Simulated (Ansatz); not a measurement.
# GaH5O4Si: vertical ionisation energy

One table from this session's results is given with a row withheld; the runs are named, their logs left out.

The runs use Ansatz 0.2.0, Gaussian basis; unrestricted cation, the program's frozen cores in correlated methods.

Plan: UKS PBE-D4/def2-TZVPP; UKS r2SCAN-D4/def2-TZVPP; UKS PBE0-D4/def2-TZVPP; UKS B3LYP-D4/def2-TZVPP; UKS wB97X-V/def2-TZVPP; UKS wB97M-V/def2-TZVPP; UKS B2PLYP/def2-TZVPP; UHF-CCSD(T)/def2-TZVPP; UHF-MP2/def2-QZVPP; extrapolation to the limit; then −ε(HOMO) from the neutral's earlier runs with LDA (SPW92), PBE-D4, revPBE-D4, BLYP-D4, r2SCAN-D4, B97M-V, PBE0-D4, B3LYP-D4, r2SCANh-D4, r2SCAN0-D4, HSE06-D4, BHLYP-D4, CAM-B3LYP-D4, LC-ωPBE, ωB97X-V, ωB97M-V.

## Structure used throughout

All runs share one geometry, relaxed beforehand with PBE0-D4 in a triple-zeta def2 set.

11 atoms, charge 0, spin multiplicity 1.

Atoms are counted from 1 here; the program's logs count them from 0.

Bond lengths: O1–Si2 1.697 Å, O1–H7 0.960 Å, Si2–O3 1.629 Å, Si2–O4 1.626 Å, Si2–O5 1.596 Å, O3–H8 0.959 Å, O4–H9 0.958 Å, O5–Ga6 1.875 Å, Ga6–H10 1.561 Å, Ga6–H11 1.562 Å. Angles: Si2–O1–H7 119.6°, O1–Si2–O3 113.4°, O1–Si2–O4 104.6°, O1–Si2–O5 96.6°, O3–Si2–O4 106.2°, O3–Si2–O5 115.1°, O4–Si2–O5 120.2°, Si2–O3–H8 116.0°, Si2–O4–H9 117.0°, Si2–O5–Ga6 102.2°, O5–Ga6–H10 113.4°, O5–Ga6–H11 114.8°, H10–Ga6–H11 128.8°.

The first run:

in.yaml reads:

```yaml
crystal:
  periodic: [false, false, false]
  atoms:
    - {symbol: O, position_ang: [0.064309, -0.874367, -0.823072]}
    - {symbol: Si, position_ang: [-0.149418, -0.174726, 0.708079]}
    - {symbol: O, position_ang: [0.779746, -0.849549, 1.862915]}
    - {symbol: O, position_ang: [-1.688618, -0.520200, 1.104176]}
    - {symbol: O, position_ang: [0.259201, 1.310098, 0.290927]}
    - {symbol: Ga, position_ang: [0.430674, 1.165799, -1.571123]}
    - {symbol: H, position_ang: [-0.539057, -1.558541, -1.120611]}
    - {symbol: H, position_ang: [1.665309, -0.493050, 1.951292]}
    - {symbol: H, position_ang: [-1.874470, -0.673051, 2.031389]}
    - {symbol: H, position_ang: [1.913434, 1.151630, -2.057877]}
    - {symbol: H, position_ang: [-0.861130, 1.515957, -2.376095]}
basis:
  gaussian: {orbitals: def2-TZVPP}
total_charge: 1
magnetization: {spin_polarized: true, initial_magnetization: 1}
hamiltonian: {xc: pbe, dispersion: d4}
```

Command:

```bash
ansatz run in.yaml --threads 2 --pin off --events-out ev --progress --plain --max-ram 32768MiB --backend cuda --devices 0, --max-vram 18GiB
```

Steps of the session up to this table: Cation, UKS PBE-D4/def2-TZVPP; Cation, UKS r2SCAN-D4/def2-TZVPP; Cation, UKS PBE0-D4/def2-TZVPP; Cation, UKS B3LYP-D4/def2-TZVPP; Cation, UKS wB97X-V/def2-TZVPP; Cation, UKS wB97M-V/def2-TZVPP; Cation, UKS B2PLYP (frozen core)/def2-TZVPP; Cation, UHF-CCSD(T)/def2-TZVPP; Cation, UHF-MP2/def2-QZVPP.

One table of the session follows, with a row left open; its other results are not shown here.

For comparison, −ε(HOMO) of the neutral from earlier runs:

```
  functional  −ε(HOMO) (eV)
 LDA (SPW92)           6.71
      PBE-D4           6.59
   revPBE-D4           6.54
     BLYP-D4           6.50
   r2SCAN-D4           6.93
      B97M-V           7.03
     PBE0-D4           8.00
    B3LYP-D4           7.79
  r2SCANh-D4           7.45
  r2SCAN0-D4              ?
    HSE06-D4           7.59
    BHLYP-D4           9.31
CAM-B3LYP-D4           9.41
     LC-ωPBE          10.76
     ωB97X-V          10.42
     ωB97M-V          10.26
```

Q: Estimate the row for r2SCAN0-D4 from the others.

Worked estimate for «−ε(HOMO) (eV)». Against the share of exact exchange, r2SCAN-D4 (0, 6.93), r2SCANh-D4 (0.1, 7.45) give a slope of 5.20 per unit share; at 0.25 the line stands at 8.23.

**Answer.** −ε(HOMO) (eV): 8.22. In «−ε(HOMO) (eV)» the line misses by +0.01.
